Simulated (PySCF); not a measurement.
# EuH15N5 ([Eu(NH3)5]3+): the cost of one run

Programs: PySCF 2.14.0, with routines of our own; each step states its level. All values are computed. Atoms count from 0.

### Step 1. The system as given

21 atoms, charge 3, states of the metal's open shell are computed; geometry from: model geometry, bond lengths from ionic radii.

### Step 2. Ligand-field states: state-averaged CASSCF

What the job is given:

```
{"job": {"kind": "lf", "basis": {"metal": "x2c-TZVPall", "ligand": "x2c-SVPall"}, "nevpt": false, "roots": {"7": 7, "5": 140, "3": 113, "1": 123}}, "charge": 3, "metal": "Eu", "open_shell": "f6"}
Eu     0.000000     0.000000     0.000000
N      0.000000     0.000000     2.357000
H      0.942357     0.000000     2.747337
H     -0.471179     0.816105     2.747337
H     -0.471179    -0.816105     2.747337
N      0.000000     0.000000    -2.357000
H     -0.942357     0.000000    -2.747337
H      0.471179     0.816105    -2.747337
H      0.471179    -0.816105    -2.747337
N      2.357000     0.000000     0.000000
H      2.747337     0.942357     0.000000
H      2.747337    -0.471179     0.816105
H      2.747337    -0.471179    -0.816105
N     -1.178500     2.041222     0.000000
H     -1.373669     2.379264     0.942357
H     -0.666901     2.787316    -0.471179
H     -2.080436     1.971211    -0.471179
N     -1.178500    -2.041222     0.000000
H     -1.373669    -2.379264     0.942357
H     -2.080436    -1.971211    -0.471179
H     -0.666901    -2.787316    -0.471179
```

Method: state-averaged CASSCF of the metal f shell, state-interaction spin-orbit coupling.

Command:

```sh
$ OMP_NUM_THREADS=1 python lf_run.py task.json out
```

This one command runs all jobs of the session in turn.

Q: Estimate the wall time and peak memory of this job on 1 thread of Arm Neoverse N1, shared host.

About 2 min, with a peak of 0.95 GiB.
